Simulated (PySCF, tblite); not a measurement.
# C₃H₆F₄O₃Si₂: infrared bands and NMR shifts

What infrared bands and NMR shifts should C₃H₆F₄O₃Si₂ (`FC(F)(F)[C@@H]1CO[Si@@](F)(O[SiH3])O1`) show?

Computed with tblite 0.8.0 and PySCF 2.14.0, with density-fitted response routines of our own, on a single molecule in the gas phase. Atoms are numbered from 0 throughout.

### Step 1. Starting geometry

18 atoms, charge 0, multiplicity 1; geometry from: GFN2-xTB.

Bonds of the start (Å): F0–C1 1.35, C1–F2 1.33, C1–F3 1.33, C1–C4 1.53, C4–C5 1.55, C5–O6 1.40, O6–Si7 1.62, Si7–F8 1.60, Si7–O9 1.58, O9–Si10 1.65, Si7–O11 1.64, O11–C4 1.39, C4–H12 1.10, C5–H13 1.09, C5–H14 1.09, Si10–H15 1.46, Si10–H16 1.46, Si10–H17 1.46.

### Step 2. Harmonic vibrations with GFN2-xTB

The job: settings as JSON, then the geometry in Å.

```
{"job": {"kind": "ir", "xc": "GFN2-xTB", "basis": "xTB"}, "charge": 0, "multiplicity": 1}
F     -3.755152     0.192220    -0.298208
C     -2.552933     0.569789     0.174964
F     -2.313686    -0.179734     1.251700
F     -2.684737     1.830216     0.589935
C     -1.475189     0.416828    -0.899404
C     -1.284188    -1.083902    -1.244529
O     -0.112285    -1.524264    -0.626759
Si     0.717610    -0.300527     0.037675
F      0.770097    -0.445950     1.627548
O      2.187813    -0.124537    -0.519805
Si     3.701840     0.331097    -0.063463
O     -0.278946     0.916402    -0.408857
H     -1.791575     1.007904    -1.765682
H     -1.186225    -1.216140    -2.325417
H     -2.124421    -1.681004    -0.880675
H      4.473291    -0.098835    -1.224591
H      3.674215     1.777523     0.131381
H      4.025714    -0.380769     1.167772
```

**Question.** This job is followed by: GIAO PBE0/pcSseg-1 NMR shielding, non-relativistic, gas phase. Predict these results of the whole session: strongest single infrared mode (GFN2-xTB); zero-point energy (GFN2-xTB); 13C shifts against TMS (PBE0/pcSseg-1); 1H shifts against TMS (PBE0/pcSseg-1, means over atoms taken as alike); 19F shifts against CFCl3 (PBE0/pcSseg-1, means over atoms taken as alike); 17O shifts against H2O (PBE0/pcSseg-1); 29Si shifts against TMS (PBE0/pcSseg-1).

The runs gave:

```
                                                                 quantity                       value
                                strongest single infrared mode (GFN2-xTB)       1137 cm⁻¹, 929 km/mol
                                             zero-point energy (GFN2-xTB)               62.4 kcal/mol
                                   13C shifts against TMS (PBE0/pcSseg-1)       133.3, 74.9, 65.2 ppm
   1H shifts against TMS (PBE0/pcSseg-1, means over atoms taken as alike)  5.20, 4.43, 4.42, 4.40 ppm
19F shifts against CFCl3 (PBE0/pcSseg-1, means over atoms taken as alike)           -98.5, -161.5 ppm
                                   17O shifts against H2O (PBE0/pcSseg-1)        46.9, 34.5, 33.3 ppm
                                  29Si shifts against TMS (PBE0/pcSseg-1)            -31.7, -66.2 ppm
```

**Reading.** All 48 modes are real, so the xTB geometry is a minimum. The strongest single mode, at 1137 cm⁻¹, has its largest shares on O9, C4, Si7 and O11 (the list is cut at 4 atoms). GFN2-xTB is a fitted tight-binding method: band positions and strengths are rough. Its intensities can rank the bands wrongly. At PBE0/pcSseg-1: The widest tensor belongs to F0, F2, F3: span 162 ppm, with a paramagnetic part of -204 ppm.
